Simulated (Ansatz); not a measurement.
# Ti11SbO24: the cost of one run

Method: DFT, PBE, plane-wave PAW, default files, scalar-relativistic, as far as a step names no other, in Ansatz 0.2.0.

## (1) The starting structure

The structure is orthorhombic, space group Pmmm (No. 47). Conventional cell: a = 6.494 Å, b = 6.494 Å, c = 8.872 Å, α = 90.00°, β = 90.00°, γ = 90.00°. Around Sb (site symmetry mmm) lie 6 O at 1.95 to 1.98 Å. Ti (site symmetry mm2) is surrounded by 6 O at 1.95 to 1.98 Å. Ti (site symmetry mmm) has 6 O at 1.95 to 1.98 Å as nearest neighbours. Only part of the 16 independent sites is listed.

Coordinates:

```
Sb Ti O
1.0
     4.59220    4.59220    0.00000
    -4.59220    4.59220    0.00000
     0.00000    0.00000    8.87220
Sb Ti O
1 11 24
Direct
  0.00000 0.00000 0.00000
  0.00000 0.00000 0.33333
  0.00000 0.00000 0.66667
  0.50000 0.50000 0.00000
  0.50000 0.50000 0.33333
  0.50000 0.50000 0.66667
  0.50000 0.00000 0.16667
  0.50000 0.00000 0.50000
  0.50000 0.00000 0.83333
  0.00000 0.50000 0.16667
  0.00000 0.50000 0.50000
  0.00000 0.50000 0.83333
  0.30496 0.00000 0.00000
  0.30496 0.00000 0.33333
  0.30496 0.00000 0.66667
  0.80496 0.50000 0.00000
  0.80496 0.50000 0.33333
  0.80496 0.50000 0.66667
  0.50000 0.30496 0.16667
  0.50000 0.30496 0.50000
  0.50000 0.30496 0.83333
  0.00000 0.80496 0.16667
  0.00000 0.80496 0.50000
  0.00000 0.80496 0.83333
  0.69504 0.00000 0.00000
  0.69504 0.00000 0.33333
  0.69504 0.00000 0.66667
  0.19504 0.50000 0.00000
  0.19504 0.50000 0.33333
  0.19504 0.50000 0.66667
  0.50000 0.69504 0.16667
  0.50000 0.69504 0.50000
  0.50000 0.69504 0.83333
  0.00000 0.19504 0.16667
  0.00000 0.19504 0.50000
  0.00000 0.19504 0.83333
```

Atom 1 of the input is the impurity.

## (2) Single point at the given positions

Input file input.yaml:

```yaml
crystal:
  lattice:
    - [4.5922, 4.5922, 0.0]
    - [-4.5922, 4.5922, 0.0]
    - [0.0, 0.0, 8.8722]
  atoms:
    - { symbol: Sb, position: [0.0, 0.0, 0.0] }
    - { symbol: Ti, position: [0.0, 0.0, 0.3333333333] }
    - { symbol: Ti, position: [0.0, 0.0, 0.6666666667] }
    - { symbol: Ti, position: [0.5, 0.5, 0.0] }
    - { symbol: Ti, position: [0.5, 0.5, 0.3333333333] }
    - { symbol: Ti, position: [0.5, 0.5, 0.6666666667] }
    - { symbol: Ti, position: [0.5, 0.0, 0.1666666667] }
    - { symbol: Ti, position: [0.5, 0.0, 0.5] }
    - { symbol: Ti, position: [0.5, 0.0, 0.8333333333] }
    - { symbol: Ti, position: [0.0, 0.5, 0.1666666667] }
    - { symbol: Ti, position: [0.0, 0.5, 0.5] }
    - { symbol: Ti, position: [0.0, 0.5, 0.8333333333] }
    - { symbol: O, position: [0.30496, 0.0, 0.0] }
    - { symbol: O, position: [0.30496, 0.0, 0.3333333333] }
    - { symbol: O, position: [0.30496, 0.0, 0.6666666667] }
    - { symbol: O, position: [0.80496, 0.5, 0.0] }
    - { symbol: O, position: [0.80496, 0.5, 0.3333333333] }
    - { symbol: O, position: [0.80496, 0.5, 0.6666666667] }
    - { symbol: O, position: [0.5, 0.30496, 0.1666666667] }
    - { symbol: O, position: [0.5, 0.30496, 0.5] }
    - { symbol: O, position: [0.5, 0.30496, 0.8333333333] }
    - { symbol: O, position: [0.0, 0.80496, 0.1666666667] }
    - { symbol: O, position: [0.0, 0.80496, 0.5] }
    - { symbol: O, position: [0.0, 0.80496, 0.8333333333] }
    - { symbol: O, position: [0.69504, 0.0, 0.0] }
    - { symbol: O, position: [0.69504, 0.0, 0.3333333333] }
    - { symbol: O, position: [0.69504, 0.0, 0.6666666667] }
    - { symbol: O, position: [0.19504, 0.5, 0.0] }
    - { symbol: O, position: [0.19504, 0.5, 0.3333333333] }
    - { symbol: O, position: [0.19504, 0.5, 0.6666666667] }
    - { symbol: O, position: [0.5, 0.69504, 0.1666666667] }
    - { symbol: O, position: [0.5, 0.69504, 0.5] }
    - { symbol: O, position: [0.5, 0.69504, 0.8333333333] }
    - { symbol: O, position: [0.0, 0.19504, 0.1666666667] }
    - { symbol: O, position: [0.0, 0.19504, 0.5] }
    - { symbol: O, position: [0.0, 0.19504, 0.8333333333] }
total_charge: 1
kpoints:
  mp_grid: { grid: [3, 3, 2] }
scf:
  occupations: { method: fermi_dirac, width: 0.01 }
hamiltonian:
  xc: pbe
  pseudopotentials: { kind: paw }
output:
  forces: true
  stress: true
  populations: true
  efg:
    quadrupole_moments_barn: { Sb: -0.543, Ti: 0.247, O: -0.02558 }
    contact_densities: true
  write_density: true
  write_potential: true
  elf: true
  volumetric_format: npy
```

On the command line:

```
$ ansatz run input.yaml --threads 1 --pin off --max-ram 3072MiB --backend cpu --events-out ev --progress --plain --runs-dir out
```

What time and memory should one allow on 1 thread of Arm Neoverse V1, shared host?

About 92 s, with a peak of 1 GiB.
